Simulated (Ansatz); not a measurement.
**Sc started on a Cd site and a Cd vacancy in chalcopyrite CdSiP2, 15 atoms, charge +1**

Aim: a base single point, then the same cell under other settings, to see what each one moves.

All numbers are computed with Ansatz 0.2.0 (PAW, plane waves).

## (1) The starting cell

15 atoms (2 Cd, 4 Si, 8 P, 1 Sc); a = 5.645 Å, b = 5.645 Å, c = 10.501 Å, α = 90.00°, β = 90.00°, γ = 90.00°. All atoms were shaken off their sites by about 0.07 Å along each axis. Defect site 1: (0.500, 0.500, 0.500). Defect site 2: (0.000, 0.500, 0.250).

As a file:

```
CELL_PARAMETERS angstrom
5.64473 -0.00003 -0.00001
-0.00003 5.64473 -0.00001
-0.00003 -0.00003 10.50063
ATOMIC_POSITIONS crystal
Cd 0.99988 0.00691 0.00030
Cd 0.50186 0.02442 0.76547
Si 0.99929 0.99396 0.50639
Si 0.52475 0.99531 0.25610
Si 0.47932 0.47087 0.99817
Si 0.00760 0.50703 0.75552
P 0.29044 0.25751 0.13156
P 0.19414 0.25248 0.62530
P 0.70170 0.75338 0.12206
P 0.73075 0.20740 0.37434
P 0.26559 0.79341 0.37263
P 0.22439 0.73333 0.87148
P 0.78092 0.74762 0.62186
P 0.74110 0.29752 0.87186
Sc 0.48671 0.49396 0.50604
```

## (2) Single point with PBEsol

File in.yaml:

```yaml
crystal:
  lattice:
    - [5.644728, -0.000031, -0.000014]
    - [-0.000031, 5.644728, -0.000014]
    - [-0.000025, -0.000025, 10.500629]
  atoms:
    - { symbol: Cd, position: [0.999878, 0.006906, 0.000302] }
    - { symbol: Cd, position: [0.501855, 0.024423, 0.765467] }
    - { symbol: Si, position: [0.999290, 0.993958, 0.506386] }
    - { symbol: Si, position: [0.524747, 0.995313, 0.256099] }
    - { symbol: Si, position: [0.479318, 0.470867, 0.998174] }
    - { symbol: Si, position: [0.007601, 0.507028, 0.755515] }
    - { symbol: P, position: [0.290437, 0.257506, 0.131563] }
    - { symbol: P, position: [0.194143, 0.252476, 0.625297] }
    - { symbol: P, position: [0.701704, 0.753381, 0.122063] }
    - { symbol: P, position: [0.730749, 0.207402, 0.374337] }
    - { symbol: P, position: [0.265591, 0.793414, 0.372631] }
    - { symbol: P, position: [0.224392, 0.733326, 0.871483] }
    - { symbol: P, position: [0.780924, 0.747623, 0.621859] }
    - { symbol: P, position: [0.741096, 0.297520, 0.871857] }
    - { symbol: Sc, position: [0.486713, 0.493962, 0.506038] }
kpoints:
  mp_grid: { grid: [2, 2, 2], shift: [0.5, 0.5, 0.5] }
hamiltonian:
  xc: pbesol
total_charge: 1
scf:
  occupations: { method: fermi_dirac, width: 0.01 }
output:
  forces: true
  eigenvalues: true
  populations: true
  charged_corrections: { epsilon: 10 }
  write_density: true
  write_potential: true
  elf: true
  volumetric_format: npy
```

Command:

```console
ansatz run in.yaml --threads 8 --pin off --max-ram 13300MiB --runs-dir r --events-out ev --progress --plain
```

## (3) Run again with mixing beta 0.01

in.yaml, as its differences from that of step 2:

```diff
@@ -28,2 +28,4 @@
   occupations: { method: fermi_dirac, width: 0.01 }
+  max_iter: 70
+  mixing: { beta: 0.01 }
 output:
@@ -31,7 +33,2 @@
   eigenvalues: true
-  populations: true
-  charged_corrections: { epsilon: 10 }
-  write_density: true
-  write_potential: true
-  elf: true
-  volumetric_format: npy
+  stress: true
```

## (4) Changed settings: density cutoff ratio 1, accuracy low

in.yaml, as its differences from that of step 3:

```diff
@@ -1 +1,2 @@
+accuracy: low
 crystal:
@@ -23,2 +24,3 @@
   mp_grid: { grid: [2, 2, 2], shift: [0.5, 0.5, 0.5] }
+basis: { ecutrho_ratio: 1 }
 hamiltonian:
@@ -28,4 +30,3 @@
   occupations: { method: fermi_dirac, width: 0.01 }
-  max_iter: 70
-  mixing: { beta: 0.01 }
+  max_iter: 100
 output:
@@ -34 +35,5 @@
   stress: true
+  write_density: true
+  write_potential: true
+  elf: true
+  volumetric_format: npy
```

## (5) Run again with accuracy high, occupations Gaussian

in.yaml, as its differences from that of step 4:

```diff
@@ -1,2 +1,2 @@
-accuracy: low
+accuracy: high
 crystal:
@@ -24,3 +24,2 @@
   mp_grid: { grid: [2, 2, 2], shift: [0.5, 0.5, 0.5] }
-basis: { ecutrho_ratio: 1 }
 hamiltonian:
@@ -29,4 +28,4 @@
 scf:
-  occupations: { method: fermi_dirac, width: 0.01 }
-  max_iter: 100
+  occupations: { method: gaussian, width: 0.01 }
+  max_iter: 90
 output:
```

## (6) Changed settings: functional revPBE, dispersion D3(BJ) with three-body term

in.yaml, as its differences from that of step 5:

```diff
@@ -1,2 +1 @@
-accuracy: high
 crystal:
@@ -25,7 +24,8 @@
 hamiltonian:
-  xc: pbesol
+  xc: revpbe
+  dispersion: d3bjatm
 total_charge: 1
 scf:
-  occupations: { method: gaussian, width: 0.01 }
-  max_iter: 90
+  occupations: { method: fermi_dirac, width: 0.01 }
+  max_iter: 60
 output:
@@ -34,5 +34 @@
   stress: true
-  write_density: true
-  write_potential: true
-  elf: true
-  volumetric_format: npy
```

Before running it: what results should come out? Wanted: for each run, settings; status; energy from base; forces from base.

The runs gave:

| settings | status | cycles | time | energy from base (meV/atom) | forces from base (eV/Å rms) | filled to empty level on the mesh (eV) |
| --- | --- | --- | --- | --- | --- | --- |
| base | converged | 10 | 5.3 s (8 CPU threads) | 0 | 0 | none |
| mixing beta 0.01 | converged | 15 | 4.7 s (8 CPU threads) | 0.0 | 0.000 | - |
| density cutoff ratio 1, accuracy low | converged, settings too loose | 13 | 5.1 s (8 CPU threads) | -16.2 | 0.019 | - |
| accuracy high, occupations Gaussian | converged | 13 | 5.8 s (8 CPU threads) | 0.0 | 0.007 | 0.03 |
| functional revPBE, dispersion D3(BJ) with three-body term | converged | 11 | 3.9 s (8 CPU threads) | - | 0.076 | - |

The base run shows no spacing between filled and empty levels on this coarse mesh with displaced atoms and smearing, so occupations can shift between runs, and part of each change may come from that and not from the setting itself.

Among these variants the forces move most with functional revPBE, dispersion D3(BJ) with three-body term (0.076 eV/Å rms) and least with mixing beta 0.01 (0.000).
